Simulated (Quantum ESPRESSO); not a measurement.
Here is a Quantum ESPRESSO 7.5 calculation.

File pw.in:

```
&CONTROL
  calculation = 'scf'
  prefix = 'pwscf'
  outdir = './tmp'
  pseudo_dir = './pseudo'
  tprnfor = .true.
  disk_io = 'low'
/
&SYSTEM
  ibrav = 0
  celldm(1) = 8
  nat = 2
  ntyp = 1
  ecutwfc = 58
  nbnd = 20
  occupations = 'smearing'
  smearing = 'fd'
  degauss = 0.00367493
/
&ELECTRONS
  conv_thr = 2d-09
  electron_maxstep = 150
  mixing_beta = 0.3
  mixing_mode = 'local-TF'
/
ATOMIC_SPECIES
Ta   180.9479 Ta.upf
CELL_PARAMETERS alat
  0.6422659422919  -0.0000000000000   0.0000000000000
 -0.0000000000000   0.6422659422919   0.0000000000000
  0.0000000000000   0.0000000000000   6.7289934763512
ATOMIC_POSITIONS crystal
Ta     1.0000000000    0.5000000000    0.3026400000
Ta     0.5000000000    0.0000000000    0.2239200000
K_POINTS automatic
10 10 1 0 0 0
```

The input pp_density.in:

```
&INPUTPP
  prefix = 'pwscf'
  outdir = './tmp'
  filplot = 'density.dat'
  plot_num = 0
/
&PLOT
  nfile = 1
  filepp(1) = 'density.dat'
  iflag = 3
  output_format = 6
  fileout = 'density.cube'
/
```

File pp_potential.in:

```
&INPUTPP
  prefix = 'pwscf'
  outdir = './tmp'
  filplot = 'potential.dat'
  plot_num = 11
/
&PLOT
  nfile = 1
  filepp(1) = 'potential.dat'
  iflag = 3
  output_format = 6
  fileout = 'potential.cube'
/
```

pp_elf.in

```
&INPUTPP
  prefix = 'pwscf'
  outdir = './tmp'
  filplot = 'elf.dat'
  plot_num = 8
/
&PLOT
  nfile = 1
  filepp(1) = 'elf.dat'
  iflag = 3
  output_format = 6
  fileout = 'elf.cube'
/
```

Potentials or basis: PseudoDojo 0.4.1 SR PBE standard.

Command:

```sh
$ OMP_NUM_THREADS=1 pw.x -in pw.in > pw.out
$ OMP_NUM_THREADS=1 pp.x -in pp_density.in > pp_density.out
$ OMP_NUM_THREADS=1 pp.x -in pp_potential.in > pp_potential.out
$ OMP_NUM_THREADS=1 pp.x -in pp_elf.in > pp_elf.out
```

**Question.** What does it give for the work function of the upper face?

**Answer.** 4.63 eV.

**Question.** Estimate the work function of the lower face.

**Answer.** 4.63 eV.

**Question.** Estimate the largest force.

**Answer.** 0.073 eV/Å.

**Question.** Predict the band gap on the k mesh.

**Answer.** None (metal or under the smearing width).

Forces on the atoms (eV/Å):
```
Ta   0.000  0.000 -0.073
Ta   0.000  0.000  0.073
```

The run has no spin-orbit coupling, so splittings on Ta are missing.
